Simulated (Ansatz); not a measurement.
Which YAML input does this script hand to the engine? (Ansatz 0.2.0, Python API)

The script, `run_opt.py`:
```python
"""Geometry optimisation of Ge2H6Se."""

from dataclasses import dataclass

import ansatz as az
import numpy as np


@dataclass(frozen=True)
class Settings:
    basis: str = "def2-SVP"
    xc: str = "hf"


cfg = Settings()

GEOMETRY = """
Ge    0.65110    0.32040   -1.50440
Se    1.53910   -0.62570    0.40320
Ge   -0.54490   -0.41830    1.52320
H    -0.51490   -0.48530   -2.01070
H     1.67730    0.44460   -2.64930
H     0.09930    1.80540   -1.16940
H    -1.57610   -1.20790    0.77390
H    -0.87590    1.09250    1.60240
H    -0.36650   -0.97220    3.01390
"""

system = az.Crystal.molecule()
for line in GEOMETRY.strip().splitlines():
    symbol, *xyz = line.split()
    system = system.atom(symbol, [float(v) for v in xyz])

base = (
    system.calculation()
    .basis(gaussian=cfg.basis)
    .functional(cfg.xc)
)
symbols = [site.symbol for site in system.cartesian_sites]
start = np.array([site.position_ang for site in system.cartesian_sites], dtype=float)
summary = base.relax(force_tolerance=0.01).run(threads=1).report
end = np.array(summary["positions_ang"])

print(f"E = {summary['free_energy_ev']:.6f} eV = {summary['free_energy_ev'] / 27.211386246:.7f} Ha")
print("converged:", summary["converged"], " doubts:", summary["published_state_doubts"] or "none")

print("bond        before    after (A)")
for i, j in [(0, 1), (0, 3), (0, 4), (0, 5), (1, 2), (2, 6), (2, 7), (2, 8)]:
    d0, d1 = (np.linalg.norm(xyz[i] - xyz[j]) for xyz in (start, end))
    print(f"{symbols[i]}{i}-{symbols[j]}{j}".ljust(10), f"{d0:8.4f} {d1:8.4f}")
```

Output of `python run_opt.py`:
```text
E = -178323.945703 eV = -6553.2841323 Ha
converged: True  doubts: none
bond        before    after (A)
Ge0-Se1      2.3071   2.3724
Ge0-H3       1.5050   1.5320
Ge0-H4       1.5425   1.5287
Ge0-H5       1.6192   1.5320
Se1-Ge2      2.3750   2.3724
Ge2-H6       1.4994   1.5320
Ge2-H7       1.5487   1.5320
Ge2-H8       1.6003   1.5287
```

`input.yaml`:
```yaml
crystal:
  periodic: [false, false, false]
  atoms:
    - { symbol: Ge, position_ang: [0.6511, 0.3204, -1.5044] }
    - { symbol: Se, position_ang: [1.5391, -0.6257, 0.4032] }
    - { symbol: Ge, position_ang: [-0.5449, -0.4183, 1.5232] }
    - { symbol: H, position_ang: [-0.5149, -0.4853, -2.0107] }
    - { symbol: H, position_ang: [1.6773, 0.4446, -2.6493] }
    - { symbol: H, position_ang: [0.0993, 1.8054, -1.1694] }
    - { symbol: H, position_ang: [-1.5761, -1.2079, 0.7739] }
    - { symbol: H, position_ang: [-0.8759, 1.0925, 1.6024] }
    - { symbol: H, position_ang: [-0.3665, -0.9722, 3.0139] }
basis:
  gaussian:
    orbitals: def2-SVP
hamiltonian:
  xc: hf
relax:
  f_tol: 0.01
```

The settings weren't tested for convergence. The end point is the stationary point reached from this start; no frequency run checks that it is a minimum, and the basis set is modest. Wall time of the script: 44 s on 1 thread of Intel(R) Xeon(R) Platinum 8488C (Sapphire Rapids) (shared host), peak memory 0.44 GiB.

(Lines on the test bed's own set-up are left out of the output.)
